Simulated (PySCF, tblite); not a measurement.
# C6H7BOS: geometry, infrared bands and NMR shifts

Wanted: the infrared bands and NMR shifts of C6H7BOS (`Bc1cc(=O)c(C)cs1`), by calculation.

Computed with tblite 0.8.0 and PySCF 2.14.0, with density-fitted response routines of our own, on a single molecule in the gas phase. Atoms count from 0, in the outputs and in this text.

## Step 1: Starting geometry

16 atoms, charge 0, multiplicity 1; geometry from: force field or distance geometry start.

Bonds of the start (Å): B0–C1 1.55, C1–C2 1.42, C2–C3 1.40, C3–O4 1.28, C3–C5 1.41, C5–C6 1.51, C5–C7 1.40, C7–S8 1.69, S8–C1 1.68, B0–H9 1.19, B0–H10 1.19, C2–H11 1.09, C6–H12 1.10, C6–H13 1.11, C6–H14 1.11, C7–H15 1.07.

## Step 2: Relaxing the molecule with GFN2-xTB

The job: settings as JSON, then the geometry in Å.

```
{"job": {"kind": "relax", "xc": "GFN2-xTB", "basis": "xTB"}, "charge": 0, "multiplicity": 1}
B     -3.309600     0.146700    -0.495300
C     -1.770000     0.179400    -0.324500
C     -1.069700    -0.863700     0.326900
C      0.321600    -0.879300     0.503600
O      0.800000    -1.892200     1.115400
C      1.210700     0.133700     0.075000
C      2.691800    -0.018100     0.340500
C      0.787500     1.291400    -0.587800
S     -0.861100     1.471600    -0.896400
H     -3.956900    -0.761500    -0.082800
H     -3.871700     1.039800    -1.041200
H     -1.658000    -1.702400     0.702000
H      3.060000    -0.942100    -0.138300
H      2.872000    -0.096600     1.435400
H      3.275000     0.847900    -0.040400
H      1.471000     2.054400    -0.903300
```

Started as:

```
OMP_NUM_THREADS=1 python probes_run.py task.json out
```

This one command runs all jobs of the session in turn.

**Question.** This job is followed by: GFN2-xTB harmonic vibrations, gas phase; GIAO PBE0/pcSseg-1 NMR shielding, non-relativistic, gas phase. Predict these results of the whole session: strongest single infrared mode (GFN2-xTB); zero-point energy (GFN2-xTB); 13C shifts against TMS (PBE0/pcSseg-1); 1H shifts against TMS (PBE0/pcSseg-1, means over atoms taken as alike); 11B shifts against BF3·OEt2 (PBE0/pcSseg-1); 17O shifts against H2O (PBE0/pcSseg-1); 33S shifts against CS2 (PBE0/pcSseg-1).

**Answer**, as computed:

| quantity | value |
| --- | --- |
| strongest single infrared mode (GFN2-xTB) | 1638 cm⁻¹, 398 km/mol |
| zero-point energy (GFN2-xTB) | 70.1 kcal/mol |
| 13C shifts against TMS (PBE0/pcSseg-1) | 182.1, 158.9, 156.6, 149.3, 143.3, 23.6 ppm |
| 1H shifts against TMS (PBE0/pcSseg-1, means over atoms taken as alike) | 7.77, 7.68, 7.27, 2.29 ppm |
| 11B shifts against BF3·OEt2 (PBE0/pcSseg-1) | 75.1 ppm |
| 17O shifts against H2O (PBE0/pcSseg-1) | 605.6 ppm |
| 33S shifts against CS2 (PBE0/pcSseg-1) | 164 ppm |

What this shows: The optimisation took 23 steps and gained 0.583 eV; among the close pairs (by a distance rule), C1–S8 changed most, from 1.680 to 1.749 Å. All 42 modes are real, so the xTB geometry is a minimum. The strongest single mode, at 1638 cm⁻¹, moves mainly C3 and O4. Unscaled tight-binding wavenumbers are off by several per cent, some by more. Its intensities can rank the bands wrongly. At PBE0/pcSseg-1: Shielding is most anisotropic at O4 (span 1223 ppm, paramagnetic term -669 ppm).
